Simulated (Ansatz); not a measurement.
# BaZrO3: phonons and Grüneisen parameters

How does the lattice vibrate, and how do the modes shift with volume? Displacements sample a 1×1×1 mesh. Runs: cell and atoms relaxed (PAW); reference run (PAW); volume scaled by 0.980 (PAW); volume scaled by 1.020 (PAW); mode Grüneisen parameters (PAW); linear response at the zone centre with the field response (PAW).

Computed with Ansatz 0.2.0 (DFT r²SCAN, frozen-core PAW, scalar-relativistic unless said, unless a step's input says otherwise).

2 further runs of the same task are left out: 2 that didn't finish.

## 1. The structure to begin with

It takes space group Pm-3m (No. 221, cubic). The conventional cell has a = 4.191 Å, b = 4.191 Å, c = 4.191 Å, α = 90.00°, β = 90.00°, γ = 90.00°. Around Ba (site symmetry m-3m) lie 12 O at 2.96 Å. Zr (site symmetry m-3m) is surrounded by 6 O at 2.10 Å. O (site symmetry 4/mmm) is surrounded by 2 Zr at 2.10 Å and 4 Ba at 2.96 Å.

As a file:

```cif
data_structure
_symmetry_space_group_name_H-M 'P 1'
_symmetry_Int_Tables_number 1
_cell_length_a 4.1913
_cell_length_b 4.1913
_cell_length_c 4.1913
_cell_angle_alpha 90.000
_cell_angle_beta 90.000
_cell_angle_gamma 90.000
_cell_volume 73.63
loop_
_atom_site_label
_atom_site_type_symbol
_atom_site_fract_x
_atom_site_fract_y
_atom_site_fract_z
_atom_site_occupancy
Ba1 Ba 0.00000 0.00000 0.00000 1
Zr1 Zr 0.50000 0.50000 0.50000 1
O1 O 0.00000 0.50000 0.50000 1
O2 O 0.50000 0.00000 0.50000 1
O3 O 0.50000 0.50000 0.00000 1
```

Cartesian axes are those of the input's lattice vectors. The structure goes back to a database entry.

## 2. Cell and atoms relaxed, PAW

Contents of input.yaml:

```yaml
crystal:
  lattice:
    - [4.19134, 0.0, 0.0]
    - [0.0, 4.19134, 0.0]
    - [0.0, 0.0, 4.19134]
  atoms:
    - { symbol: Ba, position: [0.0, 0.0, 0.0] }
    - { symbol: Zr, position: [0.5, 0.5, 0.5] }
    - { symbol: O, position: [0.0, 0.5, 0.5] }
    - { symbol: O, position: [0.5, 0.0, 0.5] }
    - { symbol: O, position: [0.5, 0.5, 0.0] }
kpoints:
  mp_grid: { grid: [8, 8, 8] }
scf:
  occupations: { method: fermi_dirac, width: 0.05 }
hamiltonian:
  xc: r2scan
  pseudopotentials: { kind: paw }
relax:
  f_tol: 0.002
  max_steps: 80
  cell: {}
output:
  forces: true
  stress: true
```

Run with:

```
$ ansatz run input.yaml --threads 2 --pin off --max-ram 6144MiB --backend cpu --events-out ev --progress --plain --runs-dir out
```

## 3. Reference run, PAW

Contents of input.yaml:

```yaml
crystal:
  lattice:
    - [4.20517199633, 0.0, 0.0]
    - [0.0, 4.20517199633, 0.0]
    - [0.0, 0.0, 4.20517199633]
  atoms:
    - { symbol: Ba, position: [0.0, 0.0, 0.0] }
    - { symbol: Zr, position: [0.5, 0.5, 0.5] }
    - { symbol: O, position: [0.0, 0.5, 0.5] }
    - { symbol: O, position: [0.5, 0.0, 0.5] }
    - { symbol: O, position: [0.5, 0.5, 0.0] }
kpoints:
  mp_grid: { grid: [6, 6, 6] }
scf:
  occupations: { method: fixed }
hamiltonian:
  xc: r2scan
  pseudopotentials: { kind: paw }
phonons:
  supercell: [1, 1, 1]
```

## 4. Volume scaled by 0.980, PAW

input.yaml, as its differences from that of step 3:

```diff
@@ -2,5 +2,5 @@
   lattice:
-    - [4.20517199633, 0.0, 0.0]
-    - [0.0, 4.20517199633, 0.0]
-    - [0.0, 0.0, 4.20517199633]
+    - [4.17694851509, 0.0, 0.0]
+    - [0.0, 4.17694851509, 0.0]
+    - [0.0, 0.0, 4.17694851509]
   atoms:
```

## 5. Volume scaled by 1.020, PAW

input.yaml, as its differences from that of step 4:

```diff
@@ -2,5 +2,5 @@
   lattice:
-    - [4.17694851509, 0.0, 0.0]
-    - [0.0, 4.17694851509, 0.0]
-    - [0.0, 0.0, 4.17694851509]
+    - [4.23302162911, 0.0, 0.0]
+    - [0.0, 4.23302162911, 0.0]
+    - [0.0, 0.0, 4.23302162911]
   atoms:
```

## 7. Linear response at the zone centre with the field response, PAW

input.yaml, as its differences from that of step 5:

```diff
@@ -2,5 +2,5 @@
   lattice:
-    - [4.23302162911, 0.0, 0.0]
-    - [0.0, 4.23302162911, 0.0]
-    - [0.0, 0.0, 4.23302162911]
+    - [4.20517199633, 0.0, 0.0]
+    - [0.0, 4.20517199633, 0.0]
+    - [0.0, 0.0, 4.20517199633]
   atoms:
@@ -19,2 +19,4 @@
 phonons:
-  supercell: [1, 1, 1]
+  method: dfpt
+  dielectric: true
+  rigid_motions: translations
```

(Steps that only read results are left out.)

Before running it: what results should come out? Wanted: highest mode on the mesh, without the LO shift; optical modes at Γ; ε∞.

As calculated:

```
                                            quantity                                            value
highest mode on the mesh, without the LO shift (PAW)                                         495 cm⁻¹
                                  optical modes at Γ  104 (T1u), 198 (T1u), 199 (T2u), 495 (T1u) cm⁻¹
             mean Grüneisen parameter at 300 K (PAW)                                             1.86
                                                  ε∞                                 4.48, 4.48, 4.48
```

In words: No mode at Γ is unstable, and no other wavevector was sampled; the highest lies at 495 cm⁻¹ by PAW. Weighted by heat capacity at 300 K the mean Grüneisen parameter of the sampled modes is 1.86; optical modes at Γ alone don't fix the expansion. Some modes have negative γ and soften under compression. With the field of the polar modes, the highest mode near Γ lies at 691 cm⁻¹. Each set of modes is computed in the harmonic approximation. Cautions: frozen-core PAW files fitted under PBE, their cores solved anew for the functional of the run; zone-boundary modes aren't tested.
